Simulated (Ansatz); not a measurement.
# CH5ClGeNO radical: a ladder of functionals and wavefunction methods

Aim: compute CH5ClGeNO radical with functionals from several rungs and with coupled cluster. The yardstick is the atomisation energy at the CCSD(T) limit.

Program: Ansatz 0.2.0, Gaussian basis. Level of theory: functionals in def2-TZVPP, the program's frozen cores in correlated methods. These are calculated values, not measurements.

Levels to be run: PBE-D4, r2SCAN-D4, PBE0-D4, B3LYP-D4, ωB97X-V, ωB97M-V, B2PLYP; CCSD(T)/def2-TZVPP; MP2/def2-QZVPP; extrapolation to the limit.

## Step 1: The geometry

All runs share one geometry, relaxed beforehand with PBE0-D4 in a triple-zeta def2 set.

SMILES `C[O][Ge]([NH2])[Cl]`, 10 atoms, charge 0, spin multiplicity 2.

Atoms are counted from 1 here; the program's logs count them from 0.

Bond lengths: C1–O2 1.411 Å, C1–H6 1.095 Å, C1–H7 1.096 Å, C1–H8 1.092 Å, O2–Ge3 1.775 Å, Ge3–N4 1.833 Å, Ge3–Cl5 2.185 Å, N4–H9 1.013 Å, N4–H10 1.011 Å. Angles: O2–C1–H6 111.9°, O2–C1–H7 111.8°, O2–C1–H8 107.4°, H6–C1–H7 108.7°, H6–C1–H8 108.5°, H7–C1–H8 108.3°, C1–O2–Ge3 121.7°, O2–Ge3–N4 101.5°, O2–Ge3–Cl5 109.2°, N4–Ge3–Cl5 107.7°, Ge3–N4–H9 113.1°, Ge3–N4–H10 115.0°, H9–N4–H10 109.8°.

## Step 2: PBE-D4 (GGA)

in.yaml reads:

```yaml
crystal:
  periodic: [false, false, false]
  atoms:
    - {symbol: C, position_ang: [0.630227, -1.608679, 0.728623]}
    - {symbol: O, position_ang: [-0.121848, -0.775173, -0.125419]}
    - {symbol: Ge, position_ang: [-0.438021, 0.925454, 0.270979]}
    - {symbol: N, position_ang: [-0.999089, 1.579726, -1.346911]}
    - {symbol: Cl, position_ang: [1.448084, 1.910083, 0.767854]}
    - {symbol: H, position_ang: [1.591034, -1.157314, 0.997281]}
    - {symbol: H, position_ang: [0.084431, -1.848097, 1.647988]}
    - {symbol: H, position_ang: [0.821969, -2.539982, 0.191606]}
    - {symbol: H, position_ang: [-1.677539, 0.982139, -1.803518]}
    - {symbol: H, position_ang: [-1.339237, 2.531853, -1.328483]}
basis:
  gaussian: {orbitals: def2-TZVPP}
magnetization: {spin_polarized: true, initial_magnetization: 1}
hamiltonian: {xc: pbe, dispersion: d4}
output: {forces: true, orbitals: {seedname: orbitals}}
```

Launch:

```console
ansatz run in.yaml --threads 2 --pin off --events-out ev --progress --plain --max-ram 22528MiB --backend cpu
```

Further steps of the session: r2SCAN-D4 (meta-GGA); PBE0-D4 (hybrid); B3LYP-D4 (hybrid); ωB97X-V (range-separated); ωB97M-V (range-separated); B2PLYP (double hybrid); CCSD(T) in def2-TZVPP; MP2 in def2-QZVPP.

Before running them: what should the planned runs give, taken together? Wanted: atomisation energy, CCSD(T)/CBS; farthest; mean size of error, hybrid; mean size of error, range-separated; gap, smallest and largest; T1 diagnostic; triples share of the correlation energy.

As calculated:

```
                               quantity                                           value
        atomisation energy, CCSD(T)/CBS                                   3420.0 kJ/mol
 functionals within 34.2 kJ/mol (1.0 %)  r2SCAN-D4, PBE0-D4, B3LYP-D4, ωB97X-V, ωB97M-V
                               farthest                           PBE-D4 (+95.1 kJ/mol)
             mean size of error, hybrid                                      1.3 kJ/mol
    mean size of error, range-separated                                     11.2 kJ/mol
              gap, smallest and largest             1.00 eV (PBE-D4), 7.15 eV (ωB97X-V)
                          T1 diagnostic                                          0.0144
triples share of the correlation energy                                           3.9 %
```

PBE-D4 is off by +95.1 kJ/mol. Double hybrids carry the basis error of their MP2 part in triple zeta, and no dispersion term here, so their miss is partly the set-up's. Misses under about 34.2 kJ/mol are within the doubt on the reference itself, which lacks core-valence correlation, relativity and higher excitations, and its outer-core shells are covered unevenly. Hartree-Fock recovers 68 % of the binding; the rest is correlation. Orbital gaps span 1.0 to 7.2 eV; exact exchange widens them. Correlated methods include outer-core shells of Ge, which these sets cover unevenly.
